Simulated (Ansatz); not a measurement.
# ClH6NSn: the cost of one run

Program: Ansatz 0.2.0. Level of theory: RHF/def2-SVP. These are calculated values, not measurements.

## (1) The structure to begin with

Bond lengths: Sn1–Cl3 2.410 Å, Sn1–H4 1.739 Å, Sn1–H5 1.739 Å, Sn1–N6 2.400 Å, N6–H7 1.060 Å, N6–H8 1.060 Å. Angles: Cl3–Sn1–H4 109.5°, Cl3–Sn1–H5 109.5°, Cl3–Sn1–N6 67.1°, H4–Sn1–H5 109.5°, H4–Sn1–N6 72.9°, H5–Sn1–N6 176.5°, Sn1–N6–H7 120.0°, Sn1–N6–H8 120.0°, H7–N6–H8 120.0°.

Coordinates:

```xyz
9

Sn    0.0000    0.0000    0.0000
H     0.0000    0.0000    2.0900
Cl    2.2726    0.0000   -0.8025
H    -0.8195    1.4198   -0.5794
H    -0.8195   -1.4198   -0.5794
N     1.2587    1.8982    0.7568
H     2.1152    1.7577    1.3652
H     0.9580    2.8770    0.4826
H     0.6034    0.9100    1.9721
```

## (2) A restrained relaxation towards end A

Springs on the bonds that form and break draw the guess towards this end; the thresholds are loose.

input.yaml reads:

```yaml
crystal:
  periodic: [false, false, false]
  atoms:
    - { symbol: Sn, position_ang: [0.0, 0.0, 0.0] }
    - { symbol: H, position_ang: [0.0, 0.0, 2.09] }
    - { symbol: Cl, position_ang: [2.2726, 0.0, -0.8025] }
    - { symbol: H, position_ang: [-0.8195, 1.4198, -0.5794] }
    - { symbol: H, position_ang: [-0.8195, -1.4198, -0.5794] }
    - { symbol: "N", position_ang: [1.2587, 1.8982, 0.7568] }
    - { symbol: H, position_ang: [2.1152, 1.7577, 1.3652] }
    - { symbol: H, position_ang: [0.958, 2.877, 0.4826] }
    - { symbol: H, position_ang: [0.6034, 0.91, 1.9721] }
basis:
  gaussian: { orbitals: def2-SVP }
hamiltonian:
  xc: hf
relax:
  f_tol: 0.15
  max_steps: 25
  restrain:
    - { distance: [0, 5], at: 3.3, k: 30.0 }
    - { distance: [8, 1], at: 1.86, k: 30.0 }
    - { distance: [0, 1], at: 1.74, k: 30.0 }
    - { distance: [8, 5], at: 1.06, k: 30.0 }
```

On the command line:

```
> ansatz run input.yaml --threads 1 --pin off --max-ram 2048MiB --backend cpu --events-out ev --progress --plain --runs-dir out
```

**Question.** How long does this run take on 1 thread of Arm Neoverse V1, shared host, and how much memory does it need?

About 31 s, with a peak of 0.17 GiB.
